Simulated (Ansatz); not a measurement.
TaOF3 in a box, plane waves

Ansatz 0.2.0, DFT PBE, spin-orbit coupling, plane waves, PAW, molecule in a box. The geometry was relaxed with Gaussian bases (r2SCAN; Ta def2-SVP with ECP60, O def2-SVP, F def2-SVP).

```yaml
crystal:
  lattice:
    - [11.87, 0.0, 0.0]
    - [0.0, 12.11, 0.0]
    - [0.0, 0.0, 11.21]
  atoms:
    - { symbol: Ta, position: [0.50336142, 0.49992898, 0.5051231] }
    - { symbol: O, position: [0.62121651, 0.49992898, 0.41612221] }
    - { symbol: F, position: [0.51255181, 0.62826342, 0.59848707] }
    - { symbol: F, position: [0.37910699, 0.49992898, 0.4014273] }
    - { symbol: F, position: [0.51255181, 0.37159372, 0.59848707] }
basis:
  ecutwfc: 420
  ecutrho_ratio: 4
kpoints:
  mp_grid: { grid: [1, 1, 1] }
hamiltonian:
  xc: pbe
scf:
  occupations: { method: gaussian, width: 0.01 }
output:
  forces: true
  eigenvalues: true
  populations: true
  write_density: true
  write_potential: true
  elf: true
  volumetric_format: npy
magnetization:
  noncollinear: true
  spin_orbit: true
```

Command:
```sh
ansatz run input.yaml --threads 2 --pin off --max-ram 5120MiB --backend cpu --events-out ev --progress --plain --runs-dir out
```
It took 13 s on 2 threads of Arm Neoverse V2, with other jobs on the host, peak memory 1.9 GiB.

(1) How does the SCF go?

(2) Which levels lie next to the highest filled one (eV, counted from it)?

(3) What forces are left at this geometry, relaxed with Gaussian bases (eV/Å)?

The forces come from the other functional as well as from the basis.

No frequency check is given that shows the relaxed geometry to be a minimum.

Results:

(1) 
```
SCF iter   1: F=—  HF=-12956.100230 eV  |F-HF|=—  |Δ(HF+E_count)|=         —  Δρ=3.37e-2
preconditioner: auto → Resta (q_TF=auto, 1.474 Å⁻¹)  ε∞=1.2  [insulator: Δε(μ)=9.368 eV  Ē_g=11.143 eV  σ=0.010 eV  W_gap=1.00  n_
spin=Noncollinear: Resta preconditioning applied to the charge; magnetization (m_x, m_y, m_z) channels mix plain (no charge-respon
SCF iter   2: F=—  HF=-12951.104586 eV  |F-HF|=—  |Δ(HF+E_count)|=    5.00e0  Δρ=1.32e-2
SCF iter   3: F=—  HF=-12950.856872 eV  |F-HF|=—  |Δ(HF+E_count)|=   2.48e-1  Δρ=6.84e-3
...
SCF iter   6: F=—  HF=-12950.779704 eV  |F-HF|=—  |Δ(HF+E_count)|=   1.23e-3  Δρ=2.38e-4
SCF iter   7: F=—  HF=-12950.779852 eV  |F-HF|=—  |Δ(HF+E_count)|=   1.48e-4  Δρ=5.33e-5
SCF iter   8: F=—  HF=-12950.779835 eV  |F-HF|=—  |Δ(HF+E_count)|=   1.64e-5  Δρ=1.87e-5
SCF iter   9: F=—  HF=-12950.779835 eV  |F-HF|=—  |Δ(HF+E_count)|=   3.86e-7  Δρ=5.53e-6
SCF iter  10: F=-12950.779835 eV  HF=-12950.779835 eV  |F-HF|=1.41e-9  |Δ(HF+E_count)|=   4.79e-8  Δρ=1.12e-6
```

(2) Filled: -2.23, -2.23, -2.16, -2.16, -0.45, -0.45, -0.08, -0.08, 0.00, 0.00. Empty: 5.85, 5.85, 6.02, 6.02, 6.81, 6.81, 7.45, 7.45.

(3) 
```
Ta   0.11  0.00 -0.01
O    0.04  0.00 -0.05
F   -0.09 -0.09 -0.04
F    0.03  0.00  0.13
F   -0.09  0.09 -0.04
```
